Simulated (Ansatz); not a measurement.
**LuCd (Pm-3m): charge-density difference against the sublattices**

The task is a charge-density difference against the sublattices, for LuCd (Pm-3m).

All numbers are computed with the Python package of Ansatz 0.2.0. Level of theory: DFT LDA, plane waves, PAW.

**1. The system**

The structure is cubic, space group Pm-3m (No. 221). Conventional cell: a = 3.641 Å, b = 3.641 Å, c = 3.641 Å, α = 90.00°, β = 90.00°, γ = 90.00°. Lu (site symmetry m-3m) has 8 Cd at 3.15 Å as nearest neighbours. Cd (site symmetry m-3m) has 8 Lu at 3.15 Å as nearest neighbours.

No structure file is read: the coordinates are typed or built in the script.

**2. The script**

The input, lucd_drho.py:

```python
"""Charge transfer in LuCd from a density difference."""

import warnings

import ansatz as az
import numpy as np

vectors0 = np.array([
    [3.64099, 0.0, 0.0],
    [0.0, 3.64099, 0.0],
    [0.0, 0.0, 3.64099],
])
sites = [
    ("Lu", (0.5, 0.5, 0.5)),
    ("Cd", (0.0, 0.0, 0.0)),
]


def make_crystal(cell):
    crystal = az.Crystal(lattice=az.Lattice.of(cell))
    for symbol, position in sites:
        crystal = crystal.atom(symbol, position)
    return crystal

warnings.simplefilter("ignore", az.DeckWarning)

# one cutoff and one grid for all runs, so that the fields can be subtracted
def solve(crystal):
    return (
        crystal.calculation()
        .functional("LDA")
        .occupations("Gaussian", width=0.05)
        .eigensolver("auto", full_accuracy=True)
        .scf(self_checks="high")
        .basis(460, grid_basis="typed")
        .kpoints(8, 8, 8)
        .density()
        .run(threads=1)
    )


whole = solve(make_crystal(vectors0))
difference = whole.density().channels[0].density_e_per_ang3.copy()
binding = whole.report["free_energy_ev"]
for element in ["Lu", "Cd"]:
    part = az.Crystal(lattice=az.Lattice.of(vectors0))
    for symbol, position in sites:
        if symbol == element:
            part = part.atom(symbol, position)
    alone = solve(part)
    difference -= alone.density().channels[0].density_e_per_ang3
    binding -= alone.report["free_energy_ev"]
    print(f"{element} sublattice: {alone.report['n_electrons']:g} electrons, {alone.report['n_iterations']} iterations")

voxel = abs(np.linalg.det(vectors0)) / difference.size
print(f"energy of the crystal less its unpolarised sublattices: {binding / len(sites):.4f} eV/atom")
print(f"net charge of the difference {difference.sum() * voxel:.5f} e, charge moved {0.5 * np.abs(difference).sum() * voxel:.3f} e")
print(f"extremes {difference.min():.4f} and {difference.max():.4f} e/A^3")
for (symbol, position) in sites:
    index = tuple(int(round(p * n)) % n for p, n in zip(position, difference.shape))
    print(f"  change of the pseudo-density at the grid point nearest {symbol}: {difference[index]:+.4f} e/A^3")
```

**3. Running it**

Started as:

```bash
> python lucd_drho.py
```

What it wrote:

```text
Lu sublattice: 25 electrons, 8 iterations
Cd sublattice: 20 electrons, 6 iterations
energy of the crystal less its unpolarised sublattices: -1.5512 eV/atom
net charge of the difference 0.00000 e, charge moved 0.283 e
extremes -0.1431 and 0.0210 e/A^3
  change of the pseudo-density at the grid point nearest Lu: -0.0780 e/A^3
  change of the pseudo-density at the grid point nearest Cd: -0.1431 e/A^3
```

It took 14 s on 1 thread of Arm Neoverse V1, shared host; peak memory 0.4 GiB.

**4. The runs side by side**

From the records of these 3 runs:

| run | system | energy (eV/atom) | volume (Å³/atom) | SCF cycles | CPU time (s) |
| --- | --- | --- | --- | --- | --- |
| 1 | LuCd (2 atoms) | -11305.7285 | 24.13 | 7 | 6.6 |
| 2 | Lu (1 atom) | -14491.4251 | 48.27 | 8 | 4.2 |
| 3 | Cd (1 atom) | -8116.9294 | 48.27 | 6 | 2 |

Energies are free energies F = E - TS of the smeared occupations. Totals carry meaning only in balanced differences at one level of theory.

**5. What came out**

```
                    quantity            value
                charge moved          0.283 e
crystal less its sublattices  -1.5512 eV/atom
               runs compared                3
```

What this shows: All 3 runs converged (6 to 8 cycles). Caveats:
- The settings weren't tested for convergence.
- Densities and potentials on the grid are those of the valence electrons, and inside the cores they hang on the potentials used.
- This cell is a computed structure, which may not be the phase found in nature.
- The fields are smooth valence densities, so values at the nuclei aren't all-electron ones; the sublattices are artificial, unpolarised references.
